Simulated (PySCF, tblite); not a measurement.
**C4H9GeNSi: geometry, infrared bands and NMR shifts**

Aim: predict the infrared bands and NMR shifts of C4H9GeNSi (`C=C(CC#N)[SiH2][GeH3]`).

Computed with tblite 0.8.0 and PySCF 2.14.0, with density-fitted response routines of our own, on a single molecule in the gas phase. Atoms count from 0, in the outputs and in this text.

## 1. The molecule as given

16 atoms, charge 0, multiplicity 1; geometry from: force field or distance geometry start.

Bonds of the start (Å): C0–C1 1.31, C1–C2 1.50, C2–C3 1.43, C3–N4 1.19, C1–Si5 1.86, Si5–Ge6 2.30, C0–H7 1.09, C0–H8 1.08, C2–H9 1.13, C2–H10 1.13, Si5–H11 1.47, Si5–H12 1.48, Ge6–H13 1.56, Ge6–H14 1.57, Ge6–H15 1.53.

## 2. Optimising the geometry with GFN2-xTB

The job: settings as JSON, then the geometry in Å.

```
{"job": {"kind": "relax", "xc": "GFN2-xTB", "basis": "xTB"}, "charge": 0, "multiplicity": 1}
C     -0.351500    -0.832200    -1.611500
C     -0.632000     0.062500    -0.700200
C     -2.015200     0.466100    -0.299900
C     -2.316800     0.218600     1.077000
N     -2.538700    -0.012100     2.225900
Si     0.751000     0.892600     0.224100
Ge     2.446800    -0.547200     0.801700
H     -1.098600    -1.365000    -2.195000
H      0.678400    -1.069900    -1.825500
H     -2.205300     1.540700    -0.578200
H     -2.694100    -0.184900    -0.919200
H      1.220400     2.044500    -0.554900
H      0.168000     1.365100     1.498900
H      3.836500     0.149000     0.662700
H      2.302500    -0.956000     2.305800
H      2.441100    -1.763100    -0.123000
```

On the command line:

```console
$ OMP_NUM_THREADS=1 python probes_run.py task.json out
```

The driver reads the jobs from task.json and runs them one after another.

**Question.** This job is followed by: GFN2-xTB harmonic vibrations, gas phase; GIAO PBE0/pcSseg-1 NMR shielding, non-relativistic, gas phase. Predict these results of the whole session: strongest single infrared mode (GFN2-xTB); zero-point energy (GFN2-xTB); ¹³C shifts against TMS (PBE0/pcSseg-1); ¹H shifts against TMS (PBE0/pcSseg-1, means over atoms taken as alike); ¹⁵N shifts against NH3 (PBE0/pcSseg-1); ²⁹Si shifts against TMS (PBE0/pcSseg-1); ⁷³Ge shifts against GeMe4 (PBE0/pcSseg-1).

**Answer**, as computed:

```
                                                              quantity                             value
                             strongest single infrared mode (GFN2-xTB)              686 cm⁻¹, 500 km/mol
                                          zero-point energy (GFN2-xTB)                     66.4 kcal/mol
                                ¹³C shifts against TMS (PBE0/pcSseg-1)     144.1, 142.5, 122.0, 29.9 ppm
¹H shifts against TMS (PBE0/pcSseg-1, means over atoms taken as alike)  6.40, 6.07, 4.54, 3.22, 3.11 ppm
                                ¹⁵N shifts against NH3 (PBE0/pcSseg-1)                         302.6 ppm
                               ²⁹Si shifts against TMS (PBE0/pcSseg-1)                         -73.3 ppm
                             ⁷³Ge shifts against GeMe4 (PBE0/pcSseg-1)                          -379 ppm
```

**Reading.** The optimisation took 77 steps and gained 0.434 eV; among the close pairs (by a distance rule), Ge6–H14 changed most, from 1.565 to 1.497 Å. The lowest mode is imaginary (36i cm⁻¹), so the xTB geometry is not a minimum. The strongest single mode, at 686 cm⁻¹, is carried by H12, H11, Si5. GFN2-xTB is a fitted tight-binding method: band positions and strengths are rough. Its intensities can rank the bands wrongly. C1 (fully substituted alkene carbon) lies farthest downfield among carbon, at 144.1 ppm; an sp2 carbon of a C=C bond. At PBE0/pcSseg-1: Shielding is most anisotropic at N4 (span 501 ppm, paramagnetic term -375 ppm). Spin-orbit coupling is left out, which matters for shieldings and couplings at and beside the heavy atoms.
